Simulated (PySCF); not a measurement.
# [Gd(PH3)]3+: forces at shaken geometries

Aim: move all atoms of relaxed [Gd(PH3)]3+ at random and read energies and forces. The species was built from a template and needn't be a known compound.

Method: TPSS, Gd lcecp-1-SVP with ECP53, P def2-SVP, H def2-SVP; scalar-relativistic core potentials, no spin–orbit coupling; program: PySCF 2.14.0.

3 further runs of the same task are left out: 2 for a known fault of the program, 1 set aside as unsound or not needed. Runs told in other sessions of the task aren't counted.

### 1 The starting structure

5 atoms, charge 3, spin multiplicity 1.

Bond lengths: Gd1–P2 2.965 Å, P2–H3 1.426 Å, P2–H4 1.426 Å, P2–H5 1.426 Å. Angles: Gd1–P2–H3 111.5°, Gd1–P2–H4 111.5°, Gd1–P2–H5 111.5°, H3–P2–H4 107.4°, H3–P2–H5 107.4°, H4–P2–H5 107.4°.

Coordinates:

```
Gd    0.0000    0.0000   -0.4377
P     0.0000    0.0000    2.5277
H     1.3272    0.0000    3.0505
H    -0.6636    1.1494    3.0505
H    -0.6636   -1.1494    3.0505
```

Formal oxidation states: Gd +3. Each metal's 7 4f electrons lie in its core potential, so multiplicities, spins and levels count the valence alone. An earlier session relaxed this geometry at TPSS, Gd lcecp-1-SVP with ECP53, P def2-SVP, H def2-SVP (singlet, point group C3v).

Its energy there is -377.652737 Eh.

### 2 Atoms moved at random, σ = 0.03 Å

Contents of run.py (the lines that set the calculation):

```python
mol = gto.M(atom='''
Gd    -0.01668    -0.02883    -0.43246
P     -0.00102     0.01340     2.53173
H      1.28547    -0.02188     3.02670
H     -0.64450     1.18120     3.04782
H     -0.62327    -1.14389     3.06764''',
    basis={'Gd': 'lcecp-1-SVP', 'P': 'def2-SVP', 'H': 'def2-SVP'},
    ecp={'Gd': 'lcecp-1-SVP'},
    charge=3, spin=0)
mf = dft.RKS(mol, xc='TPSS')
mf.grids.atom_grid = (50, 194)  # f atoms: unpruned, at least (60, 302)
mf = mf.density_fit()  # fitting sets: Gd AutoAux, P def2-universal-JKFIT, H def2-universal-JKFIT
mf.conv_tol = 1e-08; mf.max_cycle = 55
mf.kernel(dm0)  # dm0: the density of the relaxed state
```

Launch:

```bash
$ OMP_NUM_THREADS=2 python run.py
```

The program printed:

```text
init E= -377.680948181833
  HOMO = -0.84356792785805  LUMO = -0.745501551254422  gap/eV = 2.66852
cycle= 1 E= -377.651349489157  delta_E= 0.0296  |g|= 0.02  |ddm|= 0.0661
  HOMO = -0.854970377612425  LUMO = -0.747135753986182  gap/eV = 2.93433
cycle= 2 E= -377.651046761836  delta_E= 0.000303  |g|= 0.0315  |ddm|= 0.103
  HOMO = -0.851852812428245  LUMO = -0.750510605392566  gap/eV = 2.75766
cycle= 3 E= -377.651549071873  delta_E= -0.000502  |g|= 0.00254  |ddm|= 0.0679
  HOMO = -0.851834980487155  LUMO = -0.75011033865351  gap/eV = 2.76807
cycle= 4 E= -377.651551889987  delta_E= -2.82e-06  |g|= 0.000618  |ddm|= 0.00548
  HOMO = -0.851754395235343  LUMO = -0.750116732484175  gap/eV = 2.76570
cycle= 5 E= -377.651552080309  delta_E= -1.9e-07  |g|= 6.32e-05  |ddm|= 0.00111
  HOMO = -0.851752820749414  LUMO = -0.750124878998694  gap/eV = 2.76544
cycle= 6 E= -377.651552081784  delta_E= -1.48e-09  |g|= 1.27e-05  |ddm|= 0.000127
  HOMO = -0.851755208679009  LUMO = -0.750121875550059  gap/eV = 2.76558
Extra cycle  E= -377.651552081733  delta_E= 5.13e-11  |g|= 1.57e-05  |ddm|= 5.49e-05
converged SCF energy = -377.651552081733
```

Wall time 2.1 s (2 threads of Arm Neoverse V1, shared host).

It gives: E = -377.651552 Eh (+0.032 eV from the relaxed state), HOMO -23.18 eV, LUMO -20.41 eV, Mulliken charge on Gd1 +2.31 e, largest force component 1.065 eV/Å. 

```
atom      Fx      Fy  Fz (eV/Å)
 Gd1   0.001   0.000     -0.023
  P2  -0.854   0.074     -0.386
  H3   1.065   0.089      0.347
  H4   0.004  -0.099      0.018
  H5  -0.217  -0.064      0.043
```

### 3 Atoms moved at random, σ = 0.15 Å

Contents of run.py (the lines that set the calculation):

```python
mol = gto.M(atom='''
Gd    -0.14505    -0.09994    -0.41207
P     -0.01053    -0.03682     2.71593
H      1.45094     0.13112     3.32327
H     -0.83367     1.14766     2.75335
H     -0.46169    -1.14202     2.86096''',
    basis={'Gd': 'lcecp-1-SVP', 'P': 'def2-SVP', 'H': 'def2-SVP'},
    ecp={'Gd': 'lcecp-1-SVP'},
    charge=3, spin=0)
mf = dft.RKS(mol, xc='TPSS')
mf.grids.atom_grid = (50, 194)  # f atoms: unpruned, at least (60, 302)
mf = mf.density_fit()  # fitting sets: Gd AutoAux, P def2-universal-JKFIT, H def2-universal-JKFIT
mf.conv_tol = 1e-08; mf.max_cycle = 55
mf.kernel(dm0)  # dm0: the density of the relaxed state
```

Launch:

```bash
$ OMP_NUM_THREADS=2 python run.py
```

The program printed:

```text
init E= -377.494915594209
  HOMO = -0.852259028307316  LUMO = -0.774526940649285  gap/eV = 2.11520
cycle= 1 E= -377.598968340472  delta_E= -0.104  |g|= 0.077  |ddm|= 0.612
  HOMO = -0.803754554903499  LUMO = -0.733451369331061  gap/eV = 1.91305
cycle= 2 E= -377.599888016388  delta_E= -0.00092  |g|= 0.0613  |ddm|= 0.213
  HOMO = -0.81135621809047  LUMO = -0.73700299567335  gap/eV = 2.02325
cycle= 3 E= -377.601310091385  delta_E= -0.00142  |g|= 0.00645  |ddm|= 0.0935
  HOMO = -0.811248118922673  LUMO = -0.738778573356171  gap/eV = 1.97200
cycle= 4 E= -377.601314705495  delta_E= -4.61e-06  |g|= 0.00576  |ddm|= 0.0287
  HOMO = -0.811686338490805  LUMO = -0.73823438360403  gap/eV = 1.99873
cycle= 5 E= -377.601333954544  delta_E= -1.92e-05  |g|= 0.000758  |ddm|= 0.014
  HOMO = -0.811674718202838  LUMO = -0.73821603597107  gap/eV = 1.99891
cycle= 6 E= -377.601334160095  delta_E= -2.06e-07  |g|= 0.000111  |ddm|= 0.00111
  HOMO = -0.81167364615089  LUMO = -0.73822791898164  gap/eV = 1.99856
cycle= 7 E= -377.601334166634  delta_E= -6.54e-09  |g|= 3.12e-05  |ddm|= 0.000241
  HOMO = -0.811670366599891  LUMO = -0.738230798006264  gap/eV = 1.99839
Extra cycle  E= -377.60133416657  delta_E= 6.42e-11  |g|= 3.19e-05  |ddm|= 0.000107
converged SCF energy = -377.60133416657
```

Wall time 2.2 s (2 threads of Arm Neoverse V1, shared host).

Read off: E = -377.601334 Eh (+1.399 eV from the relaxed state), HOMO -22.09 eV, LUMO -20.09 eV, Mulliken charge on Gd1 +2.22 e, largest force component 7.986 eV/Å. 

```
atom      Fx      Fy  Fz (eV/Å)
 Gd1   0.239  -0.025      0.237
  P2   5.468   7.986     -2.031
  H3  -2.313  -0.184     -0.782
  H4   0.062  -0.664      0.832
  H5  -3.455  -7.113      1.745
```

### 4 Atoms moved at random, σ = 0.1 Å

Contents of run.py (the lines that set the calculation):

```python
mol = gto.M(atom='''
Gd     0.04869     0.09137    -0.45908
P      0.05707    -0.15638     2.30743
H      1.37043     0.03567     3.25756
H     -0.61526     1.16157     3.11870
H     -0.86093    -1.13224     3.01682''',
    basis={'Gd': 'lcecp-1-SVP', 'P': 'def2-SVP', 'H': 'def2-SVP'},
    ecp={'Gd': 'lcecp-1-SVP'},
    charge=3, spin=0)
mf = dft.RKS(mol, xc='TPSS')
mf.grids.atom_grid = (50, 194)  # f atoms: unpruned, at least (60, 302)
mf = mf.density_fit()  # fitting sets: Gd AutoAux, P def2-universal-JKFIT, H def2-universal-JKFIT
mf.conv_tol = 1e-08; mf.max_cycle = 55
mf.kernel(dm0)  # dm0: the density of the relaxed state
```

Launch:

```bash
$ OMP_NUM_THREADS=2 python run.py
```

The program printed:

```text
init E= -377.294886440155
  HOMO = -0.962123703278444  LUMO = -0.794866146596474  gap/eV = 4.55131
cycle= 1 E= -377.587913133755  delta_E= -0.293  |g|= 0.219  |ddm|= 0.707
  HOMO = -0.804522476442216  LUMO = -0.777870173880972  gap/eV = 0.72525
cycle= 2 E= -377.203786628314  delta_E= 0.384  |g|= 0.95  |ddm|= 1.61
  HOMO = -0.841201228913586  LUMO = -0.734300526255851  gap/eV = 2.90892
cycle= 3 E= -377.60914113682  delta_E= -0.405  |g|= 0.0943  |ddm|= 1.27
  HOMO = -0.847942824334327  LUMO = -0.749330206318266  gap/eV = 2.68339
cycle= 4 E= -377.610924574161  delta_E= -0.00178  |g|= 0.051  |ddm|= 0.188
  HOMO = -0.850774012994384  LUMO = -0.745159935306061  gap/eV = 2.87391
cycle= 5 E= -377.612434951045  delta_E= -0.00151  |g|= 0.0082  |ddm|= 0.0797
  HOMO = -0.851461367596146  LUMO = -0.744293638433939  gap/eV = 2.91618
cycle= 6 E= -377.612466328445  delta_E= -3.14e-05  |g|= 0.00118  |ddm|= 0.0154
  HOMO = -0.851601081041414  LUMO = -0.744358577125293  gap/eV = 2.91822
cycle= 7 E= -377.612466850809  delta_E= -5.22e-07  |g|= 0.000417  |ddm|= 0.00201
  HOMO = -0.851593020475377  LUMO = -0.744384467192449  gap/eV = 2.91729
cycle= 8 E= -377.612466936048  delta_E= -8.52e-08  |g|= 7.85e-05  |ddm|= 0.000648
  HOMO = -0.851592576740069  LUMO = -0.744393287151372  gap/eV = 2.91704
cycle= 9 E= -377.612466938751  delta_E= -2.7e-09  |g|= 1.4e-05  |ddm|= 0.000123
  HOMO = -0.851589139402986  LUMO = -0.744395700353815  gap/eV = 2.91688
Extra cycle  E= -377.612466938618  delta_E= 1.33e-10  |g|= 1.93e-05  |ddm|= 5.64e-05
converged SCF energy = -377.612466938618
```

Run time: 2.5 s. Hardware: 2 threads of Arm Neoverse V1, shared host.

Result: E = -377.612467 Eh (+1.096 eV from the relaxed state), HOMO -23.17 eV, LUMO -20.26 eV, Mulliken charge on Gd1 +2.31 e, largest force component 4.652 eV/Å. 

```
atom      Fx      Fy  Fz (eV/Å)
 Gd1   0.026   0.045     -0.550
  P2  -0.178   1.879      4.652
  H3  -1.622  -0.693     -1.630
  H4   0.799  -1.719     -1.654
  H5   0.975   0.489     -0.818
```

### 5 The displacements side by side

| σ (Å) | energy rise (eV) | harmonic estimate −½ F·u (eV) | largest force component (eV/Å) |
| --- | --- | --- | --- |
| 0.03 | 0.032 | 0.033 | 1.07 |
| 0.15 | 1.399 | 1.311 | 7.99 |
| 0.1 | 1.096 | 0.998 | 4.65 |

Every displacement raises the energy. For a harmonic well the rise equals −½ F·u; the two differ by at most 9 % here (a move with σ = 0.1 Å), from anharmonicity, the grid and the small forces left at the relaxed point. The largest moves cost over 1 eV, far outside the harmonic range, so agreement there can come from errors that cancel between squeezed and stretched bonds. These are double-zeta-type bases without diffuse functions. Spin–orbit coupling is left out. The core potential fixes the 4f count, so no charge can pass from the ligands into that shell.
